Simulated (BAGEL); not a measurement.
# TiHCl3O (SMILES Cl[Ti](Cl)(Cl)O): HF/def2-SVP (density fitting with qzvpp-jkfit)

Aim: the energy change on altering one bond length of TiHCl3O at HF/def2-SVP (density fitting with qzvpp-jkfit), from 2 runs. 

The results are computed with BAGEL 1.2.2.

7 further runs of the same task are left out: 6 that didn't finish, 1 set aside as unsound or not needed.

### 1 Starting point

TiHCl3O: 6 atoms, total charge 0, spin state singlet. SMILES: `Cl[Ti](Cl)(Cl)O`. The shape is that of a PBE0-D4/def2-TZVP optimisation.

Bond lengths: Cl1–Ti2 2.179 Å, Ti2–Cl3 2.179 Å, Ti2–Cl4 2.180 Å, Ti2–O5 1.745 Å, O5–H6 0.958 Å. Angles: Cl1–Ti2–Cl3 108.5°, Cl1–Ti2–Cl4 110.3°, Cl1–Ti2–O5 109.1°, Cl3–Ti2–Cl4 110.3°, Cl3–Ti2–O5 109.1°, Cl4–Ti2–O5 109.5°, Ti2–O5–H6 146.9°.

### 2 The energy at HF/def2-SVP (density fitting with qzvpp-jkfit)

Contents of input.json:

```json
{ "bagel": [

{
  "title": "molecule",
  "basis": "svp",
  "df_basis": "qzvpp-jkfit",
  "angstrom": true,
  "geometry": [
    { "atom": "Cl", "xyz": [      -1.629250,      -0.831330,       1.360800 ] },
    { "atom": "Ti", "xyz": [      -0.080580,      -0.347470,      -0.093680 ] },
    { "atom": "Cl", "xyz": [       1.757320,      -1.362960,       0.488070 ] },
    { "atom": "Cl", "xyz": [      -0.693400,      -0.978720,      -2.087950 ] },
    { "atom": "O", "xyz": [       0.191890,       1.375840,      -0.087440 ] },
    { "atom": "H", "xyz": [       0.454040,       2.144630,       0.420190 ] }
  ]
},

{
  "title": "hf"
},

{
  "title": "print",
  "file": "orbitals.molden",
  "orbitals": true
}

]}
```

Run with:

```bash
$ BAGEL_NUM_THREADS=1 BAGEL input.json > input.out
```

Standard output:

```text
* using 1 threads per process

  ===============================================================
  ===============================================================

  *** Geometry ***

  { "atom" : "Cl", "xyz" : [     -3.078836,     -1.570986,      2.571539 ] },
  { "atom" : "Ti", "xyz" : [     -0.152274,     -0.656623,     -0.177030 ] },
  { "atom" : "Cl", "xyz" : [      3.320854,     -2.575621,      0.922319 ] },
  { "atom" : "Cl", "xyz" : [     -1.310336,     -1.849513,     -3.945654 ] },
  { "atom" : "O", "xyz" : [      0.362620,      2.599961,     -0.165238 ] },
  { "atom" : "H", "xyz" : [      0.858011,      4.052763,      0.794044 ] },

  Number of auxiliary basis functions:      743

  Since a DF basis is specified, we compute 2- and 3-index integrals:
    o Being stored without compression. Storage requirement is 0.064 GB

  Number of basis functions:      104
  Number of electrons      :       82

    * METHOD: MOLECULE                             0.35

  *** RHF ***

  === Nuclear Repulsion ===
   537.7271692348

      * DIIS with orbital gradients will be used.

  === RHF iteration (svp) ===
      0      -2301.55255381          0.01943217           0.15
      1      -2300.61158760          0.04817843           0.14
      2      -2301.96374766          0.00356374           0.14
      3      -2301.97350336          0.00098197           0.14
      4      -2301.97459357          0.00034120           0.14
      5      -2301.97478876          0.00010743           0.14
      6      -2301.97482948          0.00003557           0.14
      7      -2301.97483428          0.00001333           0.14
      8      -2301.97483499          0.00000307           0.14
      9      -2301.97483500          0.00000177           0.14
     10      -2301.97483501          0.00000061           0.14
     11      -2301.97483501          0.00000024           0.14
     12      -2301.97483501          0.00000013           0.14
     13      -2301.97483501          0.00000005           0.14
     14      -2301.97483501          0.00000002           0.14
     15      -2301.97483501          0.00000001           0.14
    * SCF iteration converged.

    * Permanent dipole moment:
           (   -0.260233,    -0.984272,    -0.376171) a.u.

    * METHOD: HF                                   2.54

    * METHOD: PRINT                                0.01

  ===============================================================
```

It took 3.3 s on 1 thread of AMD EPYC 9R45 (Zen 5), shared host; peak memory 0.26 GiB.

### 3 The distorted shape, same level

Contents of input.json:

```json
{ "bagel" : [

{
  "title" : "molecule",
  "basis" : "svp",
  "df_basis" : "qzvpp-jkfit",
  "angstrom" : true,
  "geometry" : [
    { "atom" : "Cl", "xyz" : [      -2.868195,      -1.218421,       2.524392 ] },
    { "atom" : "Ti", "xyz" : [      -0.080580,      -0.347470,      -0.093680 ] },
    { "atom" : "Cl", "xyz" : [       1.757320,      -1.362960,       0.488070 ] },
    { "atom" : "Cl", "xyz" : [      -0.693400,      -0.978720,      -2.087950 ] },
    { "atom" : "O", "xyz" : [       0.191890,       1.375840,      -0.087440 ] },
    { "atom" : "H", "xyz" : [       0.454040,       2.144630,       0.420190 ] }
  ]
},

{
  "title" : "hf"
},

{
  "title" : "print",
  "file" : "orbitals.molden",
  "orbitals" : true
}

]}
```

Run with:

```bash
$ BAGEL_NUM_THREADS=1 BAGEL input.json > input.out
```

Standard output:

```text
* using 1 threads per process

  ===============================================================
  ===============================================================

  *** Geometry ***

  { "atom" : "Cl", "xyz" : [     -5.420103,     -2.302482,      4.770410 ] },
  { "atom" : "Ti", "xyz" : [     -0.152274,     -0.656623,     -0.177030 ] },
  { "atom" : "Cl", "xyz" : [      3.320854,     -2.575621,      0.922319 ] },
  { "atom" : "Cl", "xyz" : [     -1.310336,     -1.849513,     -3.945654 ] },
  { "atom" : "O", "xyz" : [      0.362620,      2.599961,     -0.165238 ] },
  { "atom" : "H", "xyz" : [      0.858011,      4.052763,      0.794044 ] },

  Number of auxiliary basis functions:      743

  Since a DF basis is specified, we compute 2- and 3-index integrals:
    o Being stored without compression. Storage requirement is 0.064 GB

  Number of basis functions:      104
  Number of electrons      :       82

    * METHOD: MOLECULE                             0.37

  *** RHF ***

  === Nuclear Repulsion ===
   463.5061709610

      * DIIS with orbital gradients will be used.

  === RHF iteration (svp) ===
      0      -2301.26051898          0.01994611           0.16
      1      -2286.29785134          0.09746491           0.14
      2      -2301.69413861          0.00993163           0.14
      3      -2301.79064391          0.00194559           0.14
      4      -2301.79948467          0.00082163           0.14
      5      -2301.80140615          0.00046188           0.14
      6      -2301.80217423          0.00019089           0.14
      7      -2301.80229982          0.00005476           0.14
      8      -2301.80230750          0.00005212           0.14
      9      -2301.80231580          0.00001770           0.14
     10      -2301.80231730          0.00000767           0.14
     11      -2301.80231751          0.00000438           0.14
     12      -2301.80231759          0.00000215           0.14
     13      -2301.80231762          0.00000102           0.14
     14      -2301.80231762          0.00000082           0.14
     15      -2301.80231762          0.00000041           0.14
     16      -2301.80231762          0.00000017           0.14
     17      -2301.80231762          0.00000008           0.14
     18      -2301.80231762          0.00000005           0.14
     19      -2301.80231762          0.00000003           0.14
     20      -2301.80231762          0.00000002           0.14
     21      -2301.80231762          0.00000001           0.14
     22      -2301.80231762          0.00000001           0.14
    * SCF iteration converged.

    * Permanent dipole moment:
           (   -2.774216,    -1.652427,     1.979190) a.u.

    * METHOD: HF                                   3.47

    * METHOD: PRINT                                0.01

  ===============================================================
```

It took 4.2 s on 1 thread of AMD EPYC 9R45 (Zen 5), shared host; peak memory 0.26 GiB.

### 4 Results

Level: HF/def2-SVP (density fitting with qzvpp-jkfit).

```
                                                           quantity           value
                                          first shape: total energy  -2301.97484 Eh
                                         first shape: dipole moment          2.76 D
                                           first shape: HOMO energy       -12.41 eV
                                           first shape: LUMO energy         0.43 eV
                                         first shape: HOMO–LUMO gap        12.84 eV
                                      distorted shape: total energy  -2301.80232 Eh
                                     distorted shape: dipole moment          9.63 D
                                       distorted shape: HOMO energy        -8.60 eV
                                       distorted shape: LUMO energy        -2.57 eV
                                     distorted shape: HOMO–LUMO gap         6.04 eV
energy change with the Cl1–Ti2 bond stretched from 2.179 to 3.922 Å        4.694 eV
```

**Reading.** One bond (distorted shape) is far stretched, which a spin-restricted single reference describes badly; a broken-symmetry solution may lie lower. With the Cl1–Ti2 bond stretched from 2.179 to 3.922 Å the energy rises by 4.69 eV (108 kcal/mol). The first shape isn't relaxed at this level, so the change isn't measured from a minimum. A restricted reference can't describe the breaking bond well at this length.
